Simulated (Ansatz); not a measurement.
Task: energies of removing a hydrogen of C₃H₆O₂, SMILES COC1CO1, with the Python package of Ansatz (0.2.0). Give the script and its output. Use (for the species named): r2SCAN, cc-pVDZ basis, multiplicity 1.

```yaml
atoms:
  - { symbol: C, position_ang: [-1.6317, -0.0770, 0.6270] }
  - { symbol: O, position_ang: [-0.7988, 0.1022, -0.4888] }
  - { symbol: C, position_ang: [0.4848, -0.4087, -0.2155] }
  - { symbol: C, position_ang: [1.7352, 0.4028, -0.7595] }
  - { symbol: O, position_ang: [1.3457, 0.3955, 0.6237] }
  - { symbol: H, position_ang: [-2.6643, 0.3557, 0.3164] }
  - { symbol: H, position_ang: [-1.7462, -1.0824, 0.9037] }
  - { symbol: H, position_ang: [-1.2854, 0.5747, 1.4584] }
  - { symbol: H, position_ang: [0.6463, -1.4688, -0.0980] }
  - { symbol: H, position_ang: [2.5567, -0.1332, -1.0399] }
  - { symbol: H, position_ang: [1.4230, 1.2823, -1.3069] }
```

`bde_c3h6o2.py`
```python
'''X-H bond energies of C3H6O2 without relaxation.'''

import logging
import sys

import ansatz as az
from ase import Atoms

logging.basicConfig(stream=sys.stdout, format='%(levelname)s %(message)s')
log = logging.getLogger('run')
log.setLevel(logging.INFO)


def energy(molecule, charge=0, unpaired=0):
    calc = molecule.calculation().basis(gaussian='cc-pVDZ').functional('r2scan')
    if charge:
        calc = calc.charge(charge)
    if unpaired:
        calc = calc.spin('collinear', total=unpaired)
    report = calc.run().report
    if report['published_state_doubts']:
        print('  doubts:', report['published_state_doubts'])
    return report['free_energy_ev']

def without(molecule, index):
    rest = az.Crystal.molecule()
    for i, site in enumerate(molecule.cartesian_sites):
        if i != index:
            rest = rest.atom(site.symbol, site.position_ang)
    return rest

atoms = Atoms(['C', 'O', 'C', 'C', 'O', 'H', 'H', 'H', 'H', 'H', 'H'], positions=[
    (-1.6317, -0.077, 0.627),
    (-0.7988, 0.1022, -0.4888),
    (0.4848, -0.4087, -0.2155),
    (1.7352, 0.4028, -0.7595),
    (1.3457, 0.3955, 0.6237),
    (-2.6643, 0.3557, 0.3164),
    (-1.7462, -1.0824, 0.9037),
    (-1.2854, 0.5747, 1.4584),
    (0.6463, -1.4688, -0.098),
    (2.5567, -0.1332, -1.0399),
    (1.423, 1.2823, -1.3069),
])
c3h6o2 = az.Crystal.molecule_from_ase(atoms)

whole = energy(c3h6o2, 0)
hydrogen = energy(az.Crystal.molecule().atom('H', (0, 0, 0)), 0, 1)
log.info(f'E(molecule) = {whole:.5f} eV, E(H) = {hydrogen:.5f} eV')
for index in [7, 8, 10]:
    radical = energy(without(c3h6o2, index), 0, 1)
    log.info(f'H{index}: homolysis {(radical + hydrogen - whole):.3f} eV')
```

Running `python bde_c3h6o2.py` prints:
```text
INFO E(molecule) = -7297.05087 eV, E(H) = -13.58415 eV
INFO H7: homolysis 4.525 eV
INFO H8: homolysis 4.560 eV
INFO H10: homolysis 4.729 eV
```

What to keep in mind:
- Total energies depend on the basis set; only differences at equal settings carry meaning.
- The geometry is a force-field or estimated start, not a minimum of this method, and the basis set is short of its limit. All parts are taken at fixed geometry, without zero-point energy.
- Finished in 12 s on 1 thread of Intel(R) Xeon(R) Platinum 8559C (Emerald Rapids) (shared host), peak memory 0.28 GiB.
